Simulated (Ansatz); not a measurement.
# BrF₂H₃Si₂: how energies converge with the basis set

An exercise on one series of results from a longer session: the logs are not shown, and one member is left open.

Computed with Ansatz 0.2.0, Gaussian basis. Level: one geometry, several basis sets.

Levels to be run: PBE0-D4/def2-SVP; ωB97M-V/def2-SVP; PBE0-D4/def2-QZVPP; ωB97M-V/def2-QZVPP; the functionals' def2-TZVPP values are taken from earlier runs.

### The relaxed structure

All runs share one geometry, relaxed beforehand with PBE0-D4 in a triple-zeta def2 set.

SMILES `F[SiH2][SiH](F)Br`, 8 atoms, charge 0, spin multiplicity 1.

Atoms are counted from 1 here; the program's logs count them from 0.

Bond lengths: F1–Si2 1.603 Å, Si2–Si3 2.350 Å, Si2–H6 1.483 Å, Si2–H7 1.485 Å, Si3–F4 1.598 Å, Si3–Br5 2.210 Å, Si3–H8 1.481 Å. Angles: F1–Si2–Si3 107.9°, F1–Si2–H6 108.9°, F1–Si2–H7 108.2°, Si3–Si2–H6 110.1°, Si3–Si2–H7 111.5°, H6–Si2–H7 110.2°, Si2–Si3–F4 108.1°, Si2–Si3–Br5 108.7°, Si2–Si3–H8 116.0°, F4–Si3–Br5 108.7°, F4–Si3–H8 107.6°, Br5–Si3–H8 107.5°.

Set-up of the first run:

in.yaml

```yaml
crystal:
  periodic: [false, false, false]
  atoms:
    - {symbol: F, position_ang: [-0.399638, 2.158224, 0.510408]}
    - {symbol: Si, position_ang: [0.397480, 0.802133, 0.817258]}
    - {symbol: Si, position_ang: [-0.422634, -0.859310, -0.628990]}
    - {symbol: F, position_ang: [0.336609, -2.226172, -0.297281]}
    - {symbol: Br, position_ang: [0.043352, -0.278019, -2.710108]}
    - {symbol: H, position_ang: [1.842046, 1.027971, 0.568266]}
    - {symbol: H, position_ang: [0.172524, 0.442922, 2.240458]}
    - {symbol: H, position_ang: [-1.877538, -1.124848, -0.555711]}
basis:
  gaussian: {orbitals: def2-SVP}
hamiltonian: {xc: pbe0, dispersion: d4}
output: {orbitals: {seedname: orbitals}}
```

The run is started by

```bash
$ ansatz run in.yaml --threads 4 --pin off --events-out ev --progress --plain --max-ram 10444MiB
```

Steps of the session up to this table: PBE0-D4 in def2-SVP; ωB97M-V in def2-SVP; PBE0-D4 in def2-QZVPP; ωB97M-V in def2-QZVPP.

One table of the session follows, with a row left open; its other results are not shown here.

It belongs to the step «Functionals by basis». 

```
functional       basis  HOMO (eV)
   PBE0-D4    def2-SVP          ?
   PBE0-D4  def2-TZVPP      -8.27
   PBE0-D4  def2-QZVPP      -8.29
   ωB97M-V    def2-SVP     -10.24
   ωB97M-V  def2-TZVPP     -10.33
   ωB97M-V  def2-QZVPP     -10.35
```

Estimate the missing values for PBE0-D4, def2-SVP.

**Answer.** HOMO (eV): -8.21. In the column «HOMO (eV)» it is the highest.
